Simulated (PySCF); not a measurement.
**C₅H₁₀Si: electronic excitations at several levels of theory**

Aim: compute the electronic excitations of C₅H₁₀Si (`C1CC1[SiH]1CC1`) at several levels, and see how far they spread and what each costs.

The runs use PySCF 2.14.0, with density-fitted response routines of our own; the level of theory stands in each step. All values are computed, except where a source is named. Atoms are numbered from 0 throughout.

### 1 The molecule as given

16 atoms, charge 0, multiplicity 1; geometry from: GFN2-xTB.

Bonds of the start (Å): C0–C1 1.49, C1–C2 1.50, C2–Si3 1.87, Si3–C4 1.88, C4–C5 1.54, C2–C0 1.50, C5–Si3 1.88, C0–H6 1.08, C0–H7 1.08, C1–H8 1.08, C1–H9 1.08, C2–H10 1.08, Si3–H11 1.46, C4–H12 1.08, C4–H13 1.08, C5–H14 1.08, C5–H15 1.08.

### 2 Geometry optimisation at PBE0-D3(BJ)/def2-SVP

What the job is given:

```
{"job": {"xc": "PBE0", "basis": "def2-SVP", "d3": "d3bj", "grid": 1, "kind": "geom"}, "charge": 0, "multiplicity": 1}
C      2.056005    -0.884150     0.393788
C      2.205418     0.525823    -0.068158
C      0.897093     0.066856     0.513240
Si    -0.589669    -0.143753    -0.607325
C     -2.273634    -0.509186     0.149504
C     -2.107490     0.937507    -0.345099
H      2.007025    -1.662391    -0.353409
H      2.566849    -1.188448     1.295548
H      2.256744     0.709967    -1.130982
H      2.820152     1.195834     0.514641
H      0.686833     0.418130     1.516710
H     -0.306747    -0.635143    -1.949147
H     -2.992591    -1.105841    -0.392165
H     -2.387194    -0.631807     1.217273
H     -2.120021     1.700827     0.419684
H     -2.726373     1.214721    -1.185514
```

Log:

```text
step   0  E = -485.39492016  max force = 0.024437
step   1  E = -485.39733685  max force = 0.006100
step   2  E = -485.39761948  max force = 0.002418
step   3  E = -485.39772562  max force = 0.001440
step   4  E = -485.39778280  max force = 0.000606
step   5  E = -485.39779378  max force = 0.000330
optimisation converged
```

It took 43 s on 1 thread, shared host.

Relaxation path:

```tsv
step	energy from step 0 (eV)	largest force component (eV/Å)
0	0.0000	1.2566
1	-0.0658	0.3137
2	-0.0735	0.1243
3	-0.0763	0.0740
4	-0.0779	0.0312
5	-0.0782	0.0170
```

Distances of close pairs at the start and the end, largest changes first:

```tsv
bond	before (Å)	after (Å)	change (Å)
Si3–H11	1.457	1.488	+0.032
Si3–C4	1.882	1.857	-0.025
Si3–C5	1.882	1.857	-0.025
C2–Si3	1.874	1.856	-0.018
C4–H12	1.080	1.096	+0.016
C5–H15	1.080	1.096	+0.016
C5–H14	1.081	1.096	+0.016
C4–H13	1.081	1.096	+0.015
```

The final coordinates are the input of the step that follows.

```tsv
at the end point	value
point group (found at 0.08 Å tolerance)	C1
rotational constants (GHz, main isotopes)	7.985, 1.568, 1.486
dipole moment (D)	0.96
```

### 3 Ultraviolet spectrum: HF/def2-SVPD

What the job is given:

```
{"job": {"kind": "uv", "xc": "HF", "basis": "def2-SVPD", "ip": true}, "charge": 0, "multiplicity": 1}
C      2.125662    -0.673188     0.316334
C      2.157322     0.732094    -0.182732
C      0.897150     0.195993     0.456434
Si    -0.619941    -0.130041    -0.561412
C     -2.179820    -0.787050     0.201432
C     -2.234496     0.708766    -0.190973
H      2.108780    -1.484053    -0.418955
H      2.681245    -0.914738     1.226599
H      2.161275     0.897717    -1.264853
H      2.734895     1.471226     0.379086
H      0.690152     0.560785     1.468835
H     -0.311021    -0.492862    -1.971564
H     -2.822504    -1.465830    -0.370477
H     -2.198278    -1.009678     1.274676
H     -2.282882     1.424656     0.638011
H     -2.915244     0.977173    -1.006604
```

Level: TDDFT HF/def2-SVPD, vertical, gas phase, core orbitals frozen in the response.

Log:

```text
final grid: 121688 points
cycle   1  E = -483.7287477348  dE =  1.292e+00  |g| = 3.964e-01  |ddm| = 5.323e+00
cycle   2  E = -483.7908693906  dE = -6.212e-02  |g| = 1.196e-01  |ddm| = 1.013e+00
cycle   3  E = -483.7960010797  dE = -5.132e-03  |g| = 5.094e-02  |ddm| = 4.188e-01
cycle   4  E = -483.7967927183  dE = -7.916e-04  |g| = 5.495e-03  |ddm| = 9.638e-02
cycle   5  E = -483.7968096109  dE = -1.689e-05  |g| = 2.043e-03  |ddm| = 2.527e-02
cycle   6  E = -483.7968115724  dE = -1.962e-06  |g| = 5.693e-04  |ddm| = 6.724e-03
cycle   7  E = -483.7968118606  dE = -2.882e-07  |g| = 1.785e-04  |ddm| = 2.922e-03
cycle   8  E = -483.7968118853  dE = -2.468e-08  |g| = 3.945e-05  |ddm| = 1.018e-03
cycle   9  E = -483.7968118865  dE = -1.204e-09  |g| = 9.843e-06  |ddm| = 1.968e-04
cycle  10  E = -483.7968118866  dE = -8.129e-11  |g| = 2.440e-06  |ddm| = 7.066e-05
converged SCF energy = -483.7968118866

Static polarisability (au): isotropic 80.017, principal 69.234 71.861 98.957

Singlet excitations
state   eV       nm        f      main configurations
  1   7.1170    174.2   0.00176   H->L+2 0.42, H->L 0.37
  2   7.2411    171.2   0.32484   H->L+1 0.73, H->L+4 0.15
  3   7.5073    165.2   0.01231   H->L+3 0.31, H->L+8 0.27, H->L 0.12
  4   7.8714    157.5   0.01304   H->L+6 0.37, H->L+3 0.16, H->L+5 0.14
  5   8.2880    149.6   0.02111   H->L 0.22, H->L+6 0.15, H->L+8 0.14
  6   8.3759    148.0   0.02949   H->L+3 0.31, H->L+9 0.17, H->L+10 0.13
  7   8.5723    144.6   0.03257   H->L+7 0.54, H->L+4 0.09, H-1->L+2 0.08
  8   8.9720    138.2   0.00490   H->L+5 0.28, H-1->L+1 0.24, H->L+6 0.10
  9   9.0771    136.6   0.00123   H-1->L+1 0.21, H->L+6 0.12, H->L+2 0.12
 10   9.1269    135.8   0.00867   H->L+7 0.20, H->L+4 0.19, H-1->L 0.17

Triplet excitations (Tamm-Dancoff, eV): 5.6531 6.6938 6.9184 7.1774
Vertical ionisation energy (delta-SCF) = 7.7172 eV
```

Run time: 19 s. Hardware: 1 thread, shared host.

The orbitals next to the gap, with their largest atomic shares:

```tsv
orbital	eV	atoms
HOMO−3	-12.02	C2 38 %, C1 22 %, C0 17 %
HOMO−2	-11.88	C0 17 %, Si3 15 %, C2 14 %
HOMO−1	-10.91	C5 22 %, C4 22 %, Si3 12 %
HOMO	-9.06	C4 26 %, C5 26 %, Si3 25 %
LUMO	2.77	Si3 36 %, C0 10 %, C1 8 %
LUMO+1	2.89	Si3 10 %, C0 10 %, C1 9 %
LUMO+2	3.10	C1 14 %, Si3 11 %, C0 10 %
```

With each of the 10 states as a Gaussian band of 0.4 eV half-width at 1/e, the curve within the window shown has maxima at 172 nm (ε 14,000), 148 nm (ε 3,200) L/(mol cm). Beyond the last state computed it falls off for lack of states. The curve at chosen wavelengths:

```tsv
nm	ε (L/mol/cm)
132	293
134	508
137	911
139	1278
141	1780
144	2661
146	3093
148	3217
151	2836
153	2423
155	2142
158	2442
160	3387
162	5023
164	7235
167	10838
169	12680
171	13550
174	12728
176	11030
178	8864
181	5601
183	3804
185	2434
188	1124
190	630
```

Ground-state properties from the same run:

```tsv
property	computed
dipole moment (D)	1.18
polarisability (Å³)	11.86
HOMO–LUMO gap (eV)	11.83
−ε(HOMO) (eV)	9.06
```

### 4 TDDFT and polarisability: LDA/def2-SVPD

The job, as its differences from that of step 3:

```diff
@@ -1,2 +1,2 @@
-{"job": {"kind": "uv", "xc": "HF", "basis": "def2-SVPD", "ip": true}, "charge": 0, "multiplicity": 1}
+{"job": {"kind": "uv", "xc": "LDA", "basis": "def2-SVPD", "ip": true}, "charge": 0, "multiplicity": 1}
 C      2.125662    -0.673188     0.316334
```

Level: TDDFT LDA/def2-SVPD, vertical, gas phase, core orbitals frozen in the response.

Log:

```text
coarse grid: 13256 points
cycle   1  E = -482.5330081981  dE =  4.594e-01  |g| = 6.714e-01  |ddm| = 6.185e+00
cycle   2  E = -482.2103935150  dE =  3.226e-01  |g| = 1.235e+00  |ddm| = 2.560e+00
cycle   3  E = -482.6582251315  dE = -4.478e-01  |g| = 1.304e-01  |ddm| = 1.778e+00
cycle   4  E = -482.6624230754  dE = -4.198e-03  |g| = 7.498e-02  |ddm| = 2.933e-01
cycle   5  E = -482.6639404914  dE = -1.517e-03  |g| = 1.360e-02  |ddm| = 1.230e-01
cycle   6  E = -482.6639891883  dE = -4.870e-05  |g| = 5.799e-03  |ddm| = 3.538e-02
cycle   7  E = -482.6639980264  dE = -8.838e-06  |g| = 1.302e-03  |ddm| = 1.342e-02
final grid: 121688 points
cycle   8  E = -482.7563654051  dE = -5.096e-05  |g| = 4.253e-03  |ddm| = 1.439e-01
cycle   9  E = -482.7563562396  dE =  9.165e-06  |g| = 7.249e-03  |ddm| = 1.480e-02
cycle  10  E = -482.7563700678  dE = -1.383e-05  |g| = 3.142e-04  |ddm| = 9.902e-03
cycle  11  E = -482.7563700780  dE = -1.027e-08  |g| = 2.820e-04  |ddm| = 1.305e-03
cycle  12  E = -482.7563701003  dE = -2.229e-08  |g| = 4.460e-05  |ddm| = 4.391e-04
cycle  13  E = -482.7563701007  dE = -4.105e-10  |g| = 2.047e-05  |ddm| = 1.030e-04
converged SCF energy = -482.7563701007

Static polarisability (au): isotropic 89.326, principal 76.338 79.013 112.627

Singlet excitations
state   eV       nm        f      main configurations
  1   5.5766    222.3   0.01305   H->L+1 0.92
  2   5.7702    214.9   0.00536   H->L+2 0.96
  3   5.8205    213.0   0.17137   H->L 0.80
  4   5.9098    209.8   0.00430   H->L+3 0.98
  5   6.4012    193.7   0.00031   H->L+4 0.95
  6   6.6600    186.2   0.00100   H->L+5 0.95
  7   6.8707    180.5   0.00096   H-1->L 0.79, H->L+6 0.14
  8   6.8903    179.9   0.01208   H->L+6 0.62, H-1->L 0.17, H->L+7 0.12
  9   7.0354    176.2   0.00941   H-1->L+1 0.65, H->L+7 0.32
 10   7.0483    175.9   0.01870   H->L+8 0.78, H->L+7 0.10, H-1->L+1 0.10

Triplet excitations (Tamm-Dancoff, eV): 4.9764 5.5090 5.7067 5.7560
Vertical ionisation energy (delta-SCF) = 8.4425 eV
```

Wall time 42 s (1 thread, shared host).

In short: HOMO -5.52 eV, LUMO -0.25 eV; lowest singlet 5.58 eV.

### 5 Ultraviolet spectrum: PBE/def2-SVPD

The job, as its differences from that of step 4:

```diff
@@ -1,2 +1,2 @@
-{"job": {"kind": "uv", "xc": "LDA", "basis": "def2-SVPD", "ip": true}, "charge": 0, "multiplicity": 1}
+{"job": {"kind": "uv", "xc": "PBE", "basis": "def2-SVPD", "ip": true}, "charge": 0, "multiplicity": 1}
 C      2.125662    -0.673188     0.316334
```

Method: TDDFT PBE/def2-SVPD, vertical, gas phase, core orbitals frozen in the response.

Log:

```text
coarse grid: 13256 points
cycle   1  E = -485.1232747167  dE =  4.625e-01  |g| = 6.422e-01  |ddm| = 5.968e+00
cycle   2  E = -484.8427821886  dE =  2.805e-01  |g| = 1.157e+00  |ddm| = 2.523e+00
cycle   3  E = -485.2393738253  dE = -3.966e-01  |g| = 1.234e-01  |ddm| = 1.774e+00
cycle   4  E = -485.2432542284  dE = -3.880e-03  |g| = 6.795e-02  |ddm| = 2.778e-01
cycle   5  E = -485.2445016347  dE = -1.247e-03  |g| = 1.179e-02  |ddm| = 1.115e-01
cycle   6  E = -485.2445381720  dE = -3.654e-05  |g| = 5.118e-03  |ddm| = 3.089e-02
cycle   7  E = -485.2445452258  dE = -7.054e-06  |g| = 1.154e-03  |ddm| = 1.146e-02
final grid: 121688 points
cycle   8  E = -485.3336208939  dE = -2.803e-05  |g| = 1.346e-02  |ddm| = 1.488e-01
cycle   9  E = -485.3335283271  dE =  9.257e-05  |g| = 2.272e-02  |ddm| = 4.412e-02
cycle  10  E = -485.3336690691  dE = -1.407e-04  |g| = 1.415e-03  |ddm| = 2.921e-02
cycle  11  E = -485.3336697071  dE = -6.380e-07  |g| = 4.638e-04  |ddm| = 2.696e-03
cycle  12  E = -485.3336697633  dE = -5.616e-08  |g| = 7.548e-05  |ddm| = 9.089e-04
cycle  13  E = -485.3336697648  dE = -1.563e-09  |g| = 2.263e-05  |ddm| = 1.966e-04
cycle  14  E = -485.3336697650  dE = -1.229e-10  |g| = 8.906e-06  |ddm| = 5.132e-05
converged SCF energy = -485.3336697650

Static polarisability (au): isotropic 88.125, principal 75.196 77.929 111.251

Singlet excitations
state   eV       nm        f      main configurations
  1   5.5867    221.9   0.01198   H->L+1 0.93
  2   5.7388    216.0   0.00387   H->L+2 0.99
  3   5.7806    214.5   0.16749   H->L 0.83
  4   5.8720    211.1   0.00489   H->L+3 0.98
  5   6.3927    193.9   0.00010   H->L+4 0.95
  6   6.6169    187.4   0.00075   H->L+5 0.95
  7   6.7750    183.0   0.01313   H->L+6 0.84, H->L+7 0.12
  8   6.8424    181.2   0.00141   H-1->L 0.96
  9   6.9978    177.2   0.01509   H->L+8 0.64, H->L+7 0.18, H-1->L+1 0.14
 10   7.0078    176.9   0.00570   H-1->L+1 0.64, H->L+8 0.28

Triplet excitations (Tamm-Dancoff, eV): 4.8912 5.5240 5.6365 5.6770
Vertical ionisation energy (delta-SCF) = 8.2729 eV
```

Wall time 66 s (1 thread, shared host).

In short: HOMO -5.39 eV, LUMO -0.10 eV; lowest singlet 5.59 eV.

### 6 Excited states and response: B3LYP/def2-SVPD

The job, as its differences from that of step 5:

```diff
@@ -1,2 +1,2 @@
-{"job": {"kind": "uv", "xc": "PBE", "basis": "def2-SVPD", "ip": true}, "charge": 0, "multiplicity": 1}
+{"job": {"kind": "uv", "xc": "B3LYP", "basis": "def2-SVPD", "ip": true}, "charge": 0, "multiplicity": 1}
 C      2.125662    -0.673188     0.316334
```

With the program's defaults for keys left out, this is: TDDFT B3LYP/def2-SVPD, vertical, gas phase, core orbitals frozen in the response.

Log:

```text
coarse grid: 13256 points
cycle   1  E = -485.6282098329  dE =  5.930e-01  |g| = 5.011e-01  |ddm| = 5.995e+00
cycle   2  E = -485.5604497176  dE =  6.776e-02  |g| = 6.975e-01  |ddm| = 1.634e+00
cycle   3  E = -485.6991165318  dE = -1.387e-01  |g| = 5.869e-02  |ddm| = 9.379e-01
cycle   4  E = -485.6997881160  dE = -6.716e-04  |g| = 3.739e-02  |ddm| = 1.384e-01
cycle   5  E = -485.7001682871  dE = -3.802e-04  |g| = 5.307e-03  |ddm| = 5.452e-02
cycle   6  E = -485.7001753276  dE = -7.040e-06  |g| = 1.624e-03  |ddm| = 1.314e-02
final grid: 121688 points
cycle   7  E = -485.7776009275  dE = -3.618e-05  |g| = 5.560e-03  |ddm| = 1.132e-01
cycle   8  E = -485.7775936513  dE =  7.276e-06  |g| = 7.660e-03  |ddm| = 1.883e-02
cycle   9  E = -485.7776094480  dE = -1.580e-05  |g| = 2.772e-04  |ddm| = 1.017e-02
cycle  10  E = -485.7776094609  dE = -1.297e-08  |g| = 1.680e-04  |ddm| = 7.219e-04
cycle  11  E = -485.7776094679  dE = -6.975e-09  |g| = 3.116e-05  |ddm| = 3.067e-04
cycle  12  E = -485.7776094681  dE = -2.506e-10  |g| = 7.448e-06  |ddm| = 9.806e-05
converged SCF energy = -485.7776094681

Static polarisability (au): isotropic 85.802, principal 73.559 76.166 107.680

Singlet excitations
state   eV       nm        f      main configurations
  1   6.0528    204.8   0.00756   H->L+2 0.94
  2   6.1141    202.8   0.17516   H->L 0.88
  3   6.1783    200.7   0.03908   H->L+1 0.87
  4   6.2958    196.9   0.00439   H->L+3 0.95
  5   6.8269    181.6   0.00026   H->L+4 0.92
  6   7.0819    175.1   0.00270   H->L+5 0.81
  7   7.2747    170.4   0.00135   H-1->L 0.93
  8   7.2854    170.2   0.00415   H->L+6 0.75, H->L+7 0.16
  9   7.3642    168.4   0.01819   H->L+8 0.52, H->L+7 0.33
 10   7.3998    167.6   0.00748   H->L+8 0.37, H->L+7 0.29, H-1->L+2 0.17

Triplet excitations (Tamm-Dancoff, eV): 5.1474 5.9162 6.0335 6.1334
Vertical ionisation energy (delta-SCF) = 8.4480 eV
```

It took 58 s on 1 thread, shared host.

In short: HOMO -6.31 eV, LUMO 0.40 eV; lowest singlet 6.05 eV.

### 7 Excited states and response: PBE0/def2-SVPD

The job, as its differences from that of step 6:

```diff
@@ -1,2 +1,2 @@
-{"job": {"kind": "uv", "xc": "B3LYP", "basis": "def2-SVPD", "ip": true}, "charge": 0, "multiplicity": 1}
+{"job": {"kind": "uv", "xc": "PBE0", "basis": "def2-SVPD", "ip": true}, "charge": 0, "multiplicity": 1}
 C      2.125662    -0.673188     0.316334
```

With the program's defaults for keys left out, this is: TDDFT PBE0/def2-SVPD, vertical, gas phase, core orbitals frozen in the response.

Log:

```text
coarse grid: 13256 points
cycle   1  E = -485.2794605555  dE =  6.199e-01  |g| = 4.276e-01  |ddm| = 5.567e+00
cycle   2  E = -485.2486793874  dE =  3.078e-02  |g| = 5.434e-01  |ddm| = 1.363e+00
cycle   3  E = -485.3318217936  dE = -8.314e-02  |g| = 4.474e-02  |ddm| = 7.248e-01
cycle   4  E = -485.3321892273  dE = -3.674e-04  |g| = 2.931e-02  |ddm| = 1.123e-01
cycle   5  E = -485.3324240031  dE = -2.348e-04  |g| = 4.192e-03  |ddm| = 4.387e-02
cycle   6  E = -485.3324283076  dE = -4.305e-06  |g| = 1.205e-03  |ddm| = 1.046e-02
final grid: 121688 points
cycle   7  E = -485.3984755122  dE = -2.715e-05  |g| = 7.992e-03  |ddm| = 1.054e-01
cycle   8  E = -485.3984656887  dE =  9.823e-06  |g| = 1.008e-02  |ddm| = 2.326e-02
cycle   9  E = -485.3984929344  dE = -2.725e-05  |g| = 3.234e-04  |ddm| = 1.267e-02
cycle  10  E = -485.3984929544  dE = -2.000e-08  |g| = 2.004e-04  |ddm| = 8.318e-04
cycle  11  E = -485.3984929652  dE = -1.087e-08  |g| = 3.023e-05  |ddm| = 3.367e-04
cycle  12  E = -485.3984929654  dE = -1.974e-10  |g| = 1.380e-05  |ddm| = 8.320e-05
converged SCF energy = -485.3984929654

Static polarisability (au): isotropic 85.069, principal 72.874 75.533 106.801

Singlet excitations
state   eV       nm        f      main configurations
  1   6.2537    198.3   0.01304   H->L+2 0.88
  2   6.3052    196.6   0.21084   H->L 0.90
  3   6.4109    193.4   0.02228   H->L+1 0.72, H->L+3 0.15
  4   6.5073    190.5   0.00107   H->L+3 0.78, H->L+1 0.15
  5   7.0353    176.2   0.00095   H->L+4 0.87
  6   7.3002    169.8   0.00817   H->L+5 0.73, H->L+8 0.09
  7   7.5024    165.3   0.00060   H-1->L 0.88
  8   7.5702    163.8   0.00154   H->L+7 0.76, H-1->L+2 0.10
  9   7.6147    162.8   0.01692   H->L+6 0.47, H->L+8 0.44
 10   7.6313    162.5   0.01223   H->L+8 0.40, H->L+6 0.39, H->L+5 0.10

Triplet excitations (Tamm-Dancoff, eV): 5.1765 6.0826 6.1239 6.3128
Vertical ionisation energy (delta-SCF) = 8.4388 eV
```

It took 57 s on 1 thread, shared host.

Key values: HOMO -6.50 eV, LUMO 0.66 eV; lowest singlet 6.25 eV.

### 8 TDDFT and polarisability: BHandHLYP/def2-SVPD

The job, as its differences from that of step 7:

```diff
@@ -1,2 +1,2 @@
-{"job": {"kind": "uv", "xc": "PBE0", "basis": "def2-SVPD", "ip": true}, "charge": 0, "multiplicity": 1}
+{"job": {"kind": "uv", "xc": "BHandHLYP", "basis": "def2-SVPD", "ip": true}, "charge": 0, "multiplicity": 1}
 C      2.125662    -0.673188     0.316334
```

Level: TDDFT BHandHLYP/def2-SVPD, vertical, gas phase, core orbitals frozen in the response.

Log:

```text
coarse grid: 13256 points
cycle   1  E = -485.5338023953  dE =  8.265e-01  |g| = 3.367e-01  |ddm| = 5.478e+00
cycle   2  E = -485.5511079828  dE = -1.731e-02  |g| = 2.596e-01  |ddm| = 1.013e+00
cycle   3  E = -485.5694021912  dE = -1.829e-02  |g| = 5.001e-02  |ddm| = 3.793e-01
cycle   4  E = -485.5700812244  dE = -6.790e-04  |g| = 1.510e-02  |ddm| = 1.091e-01
cycle   5  E = -485.5701404465  dE = -5.922e-05  |g| = 3.031e-03  |ddm| = 2.332e-02
cycle   6  E = -485.5701430097  dE = -2.563e-06  |g| = 4.103e-04  |ddm| = 6.065e-03
final grid: 121688 points
cycle   7  E = -485.6210503718  dE = -1.784e-05  |g| = 2.633e-03  |ddm| = 6.894e-02
cycle   8  E = -485.6210507735  dE = -4.017e-07  |g| = 2.449e-03  |ddm| = 8.819e-03
cycle   9  E = -485.6210523442  dE = -1.571e-06  |g| = 9.794e-05  |ddm| = 3.105e-03
cycle  10  E = -485.6210523476  dE = -3.368e-09  |g| = 6.005e-05  |ddm| = 4.905e-04
cycle  11  E = -485.6210523486  dE = -1.024e-09  |g| = 1.104e-05  |ddm| = 1.219e-04
cycle  12  E = -485.6210523486  dE = -3.627e-11  |g| = 4.337e-06  |ddm| = 3.831e-05
converged SCF energy = -485.6210523486

Static polarisability (au): isotropic 82.898, principal 71.350 73.895 103.449

Singlet excitations
state   eV       nm        f      main configurations
  1   6.5179    190.2   0.00351   H->L+2 0.84, H->L+1 0.11
  2   6.6219    187.2   0.25704   H->L 0.92
  3   6.8265    181.6   0.01532   H->L+3 0.43, H->L+1 0.26, H->L+4 0.11
  4   6.9788    177.7   0.00417   H->L+1 0.40, H->L+3 0.35, H->L+4 0.10
  5   7.4622    166.1   0.00259   H->L+6 0.39, H->L+4 0.22, H->L+1 0.12
  6   7.7110    160.8   0.02077   H->L+8 0.29, H->L+6 0.16, H->L+3 0.15
  7   7.8686    157.6   0.00667   H->L+7 0.64, H-1->L+2 0.15
  8   7.9807    155.4   0.00280   H-1->L 0.63, H->L+6 0.24
  9   8.0248    154.5   0.00933   H->L+8 0.36, H->L+4 0.32
 10   8.1493    152.1   0.01075   H->L+5 0.71

Triplet excitations (Tamm-Dancoff, eV): 5.4419 6.3309 6.4777 6.6953
Vertical ionisation energy (delta-SCF) = 8.4428 eV
```

Wall time 58 s (1 thread, shared host).

Key values: HOMO -7.51 eV, LUMO 1.28 eV; lowest singlet 6.52 eV.

### 9 Comparing the runs: electronic excitations

Excitations and ground-state properties, with basis size and wall time:

```tsv
run	lowest singlet (eV)	brightest (eV)	f	gap (eV)	α (Å³)	μ (D)	functions	time
HF/def2-SVPD	7.12	7.24	0.325	11.83	11.86	1.18	204	19 s
LDA/def2-SVPD	5.58	5.82	0.171	5.27	13.24	0.92	204	42 s
PBE/def2-SVPD	5.59	5.78	0.167	5.29	13.06	0.93	204	66 s
B3LYP/def2-SVPD	6.05	6.11	0.175	6.71	12.71	1.00	204	58 s
PBE0/def2-SVPD	6.25	6.31	0.211	7.16	12.61	0.99	204	57 s
BHandHLYP/def2-SVPD	6.52	6.62	0.257	8.79	12.28	1.07	204	58 s
```

### 10 Outcome

| quantity | value |
| --- | --- |
| point group | C1 |
| rotational constants (main isotopes) | 7.99, 1.57, 1.49 GHz |
| lowest singlet (HF/def2-SVPD) | 7.12 eV (174 nm), f = 0.002 |
| brightest single state of those computed | state 2, 7.24 eV, f = 0.325 |
| lowest triplet | 5.65 eV |
| vertical ionisation energy (ΔSCF) | 7.72 eV |
| range of the lowest singlet | 5.58 to 7.12 eV |

Single values in the summary come from the first run of each kind that ended normally (HF/def2-SVPD), which need not be the best level. The optimisation took 5 steps and gained 0.078 eV; among the close pairs (by a distance rule), Si3–H11 changed most, from 1.457 to 1.488 Å. The first singlet state (HOMO→LUMO+2 0.42, HOMO→LUMO 0.37) lies at 7.12 eV and is weak; of the 10 states computed, the strongest absorption comes from state 2 at 7.24 eV. The lowest triplet lies 1.46 eV below the lowest singlet (triplets in Tamm-Dancoff, singlets in full TDDFT). At HF/def2-SVPD, the highest states lie near or above the ionisation energy, where they hang on the basis. ΔSCF puts the ionisation energy at 7.72 eV, 1.34 eV below −ε(HOMO). The lowest singlet runs from 5.58 eV (LDA/def2-SVPD) to 7.12 eV (HF/def2-SVPD), while the orbital gap spans 5.27 to 11.83 eV: the excitation energy moves far less from run to run than the orbital gap does. The lowest state need not be the same one in every run.
